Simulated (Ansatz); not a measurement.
# FGeH5Si: how energies converge with the basis set

An exercise on one series of results from a longer session: the logs are not shown, and one member is left open.

Computed with Ansatz 0.2.0, Gaussian basis. Level: one geometry, several basis sets.

Levels to be run: PBE0-D4/def2-SVP; ωB97M-V/def2-SVP; PBE0-D4/def2-QZVPP; ωB97M-V/def2-QZVPP; the functionals' def2-TZVPP values are taken from earlier runs.

## Structure used throughout

The geometry comes from an earlier relaxation with PBE0-D4 in a triple-zeta def2 set; it is a stationary point, not always the lowest conformer.

SMILES `[F][GeH2][SiH3]`, 8 atoms, charge 0, spin multiplicity 1.

Atoms are counted from 1 here; the program's logs count them from 0.

Bond lengths: F1–Ge2 1.751 Å, Ge2–Si3 2.385 Å, Ge2–H4 1.539 Å, Ge2–H5 1.539 Å, Si3–H6 1.484 Å, Si3–H7 1.487 Å, Si3–H8 1.484 Å. Angles: F1–Ge2–Si3 106.5°, F1–Ge2–H4 105.4°, F1–Ge2–H5 105.4°, Si3–Ge2–H4 114.2°, Si3–Ge2–H5 114.3°, H4–Ge2–H5 110.1°, Ge2–Si3–H6 109.6°, Ge2–Si3–H7 108.6°, Ge2–Si3–H8 109.6°, H6–Si3–H7 109.5°, H6–Si3–H8 110.0°, H7–Si3–H8 109.5°.

The first run:

in.yaml reads:

```yaml
crystal:
  periodic: [false, false, false]
  atoms:
    - {symbol: F, position_ang: [-2.004373, 1.117371, -0.231059]}
    - {symbol: Ge, position_ang: [-0.457342, 0.603470, -0.870639]}
    - {symbol: Si, position_ang: [0.596014, -0.672235, 0.846599]}
    - {symbol: H, position_ang: [-0.786703, -0.198712, -2.142386]}
    - {symbol: H, position_ang: [0.284002, 1.901037, -1.239474]}
    - {symbol: H, position_ang: [0.791964, 0.176125, 2.048854]}
    - {symbol: H, position_ang: [1.916964, -1.138618, 0.347730]}
    - {symbol: H, position_ang: [-0.248228, -1.845437, 1.184776]}
basis:
  gaussian: {orbitals: def2-SVP}
hamiltonian: {xc: pbe0, dispersion: d4}
output: {orbitals: {seedname: orbitals}}
```

Steps of the session up to this table: PBE0-D4 in def2-SVP; ωB97M-V in def2-SVP; PBE0-D4 in def2-QZVPP; ωB97M-V in def2-QZVPP.

One table of the session follows, with a row left open; its other results are not shown here.

It belongs to the step «Functionals by basis». 

```
functional       basis  HOMO (eV)
   PBE0-D4    def2-SVP      -8.41
   PBE0-D4  def2-TZVPP      -8.45
   PBE0-D4  def2-QZVPP          ?
   ωB97M-V    def2-SVP     -10.44
   ωB97M-V  def2-TZVPP     -10.51
   ωB97M-V  def2-QZVPP     -10.53
```

**Question.** Estimate the row for PBE0-D4, def2-QZVPP.

As computed: HOMO (eV): -8.47. In the column «HOMO (eV)» it lies between ωB97M-V, def2-SVP (-10.44) and PBE0-D4, def2-TZVPP (-8.45).
